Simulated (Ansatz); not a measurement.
# CH2FGeN: small, medium and large basis sets

One table from this session's results is given with a row withheld; the runs are named, their logs left out.

Program: Ansatz 0.2.0, Gaussian basis. Level of theory: one geometry, several basis sets. These are calculated values, not measurements.

Levels to be run: PBE0-D4/def2-SVP; ωB97M-V/def2-SVP; PBE0-D4/def2-QZVPP; ωB97M-V/def2-QZVPP; the functionals' def2-TZVPP values are taken from earlier runs.

### Structure used throughout

All runs share one geometry, relaxed beforehand with PBE0-D4 in a triple-zeta def2 set.

6 atoms, charge 0, spin multiplicity 1.

Atoms are counted from 1 here; the program's logs count them from 0.

Bond lengths: F1–Ge2 1.764 Å, Ge2–H5 1.592 Å, C3–N4 1.156 Å, C3–H6 1.071 Å. Angles: F1–Ge2–H5 96.4°, N4–C3–H6 171.9°.

As a file:

```csv
atom,x (Å),y (Å),z (Å)
F1,1.70914,-1.15252,0.25834
Ge2,1.16713,0.33355,-0.52329
C3,-1.12074,0.39422,0.70280
N4,-1.39490,-0.31646,-0.16611
H5,0.68680,-0.34545,-1.88092
H6,-1.00532,1.02246,1.56288
```

The first run:

in.yaml

```yaml
crystal:
  periodic: [false, false, false]
  atoms:
    - {symbol: F, position_ang: [1.709140, -1.152524, 0.258337]}
    - {symbol: Ge, position_ang: [1.167126, 0.333553, -0.523295]}
    - {symbol: C, position_ang: [-1.120741, 0.394218, 0.702803]}
    - {symbol: N, position_ang: [-1.394904, -0.316460, -0.166105]}
    - {symbol: H, position_ang: [0.686802, -0.345450, -1.880922]}
    - {symbol: H, position_ang: [-1.005323, 1.022464, 1.562883]}
basis:
  gaussian: {orbitals: def2-SVP}
hamiltonian: {xc: pbe0, dispersion: d4}
output: {orbitals: {seedname: orbitals}}
```

Command:

```sh
ansatz run in.yaml --threads 2 --pin off --events-out ev --progress --plain --max-ram 4352MiB
```

Among the steps run: PBE0-D4 in def2-SVP; ωB97M-V in def2-SVP; PBE0-D4 in def2-QZVPP; ωB97M-V in def2-QZVPP.

One of the session's tables, all rows but one given; the rest of the session is left out.

It belongs to the step «Functionals by basis». 

```
functional       basis  HOMO (eV)  LUMO (eV)
   PBE0-D4    def2-SVP          ?          ?
   PBE0-D4  def2-TZVPP      -6.93      -1.88
   PBE0-D4  def2-QZVPP      -6.97      -1.94
   ωB97M-V    def2-SVP      -8.89       0.34
   ωB97M-V  def2-TZVPP      -9.01       0.18
   ωB97M-V  def2-QZVPP      -9.06       0.04
```

Q: Estimate the row for PBE0-D4, def2-SVP from the others.

The run gave: HOMO (eV): -6.84; LUMO (eV): -1.77. In the column «HOMO (eV)» it is the highest.
